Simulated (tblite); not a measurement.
# C4H10B2F2Si: the cost of one run

Computed with tblite 0.8.0 and PySCF 2.14.0, with density-fitted response routines of our own, on a single molecule in the gas phase. Atoms are numbered from 0 throughout.

### Step 1. Starting geometry

19 atoms, charge 0, multiplicity 1; geometry from: force field or distance geometry start.

Bonds of the start (Å): B0–C1 1.57, C1–C2 1.35, C2–C3 1.50, C1–C4 1.51, C4–Si5 1.87, Si5–B6 1.94, B6–F7 1.45, B6–F8 1.44, B0–H9 1.17, B0–H10 1.19, C2–H11 1.10, C3–H12 1.12, C3–H13 1.12, C3–H14 1.10, C4–H15 1.11, C4–H16 1.11, Si5–H17 1.47, Si5–H18 1.47.

### Step 2. Relaxing the molecule with GFN2-xTB

The job: settings as JSON, then the geometry in Å.

```
{"job": {"kind": "relax", "xc": "GFN2-xTB", "basis": "xTB"}, "charge": 0, "multiplicity": 1}
B     -0.767100     2.004000     0.480500
C     -0.734100     0.613400    -0.257700
C     -1.796300    -0.207700    -0.161800
C     -1.883000    -1.547300    -0.826600
C      0.537900     0.219300    -0.970800
Si     1.718800    -0.691000     0.154700
B      2.394500     0.505200     1.530200
F      2.151000     0.214000     2.930100
F      3.102500     1.704300     1.164700
H      0.155900     2.726400     0.451100
H     -1.740600     2.343100     1.077800
H     -2.684600     0.114700     0.396800
H     -2.857400    -2.032200    -0.559000
H     -1.060400    -2.210000    -0.455400
H     -1.821300    -1.441900    -1.919300
H      1.051700     1.127100    -1.352800
H      0.320700    -0.415700    -1.853700
H      1.043100    -1.834300     0.791600
H      2.858800    -1.182300    -0.628000
```

The run is started by

```console
$ OMP_NUM_THREADS=1 python probes_run.py task.json out
```

One launch serves the whole session: the jobs run in the order shown.

**Question.** How long does this first job take on 1 thread of Arm Neoverse V1, shared host, and how much memory does it need?

About 1.1 s, with a peak of 0.18 GiB.
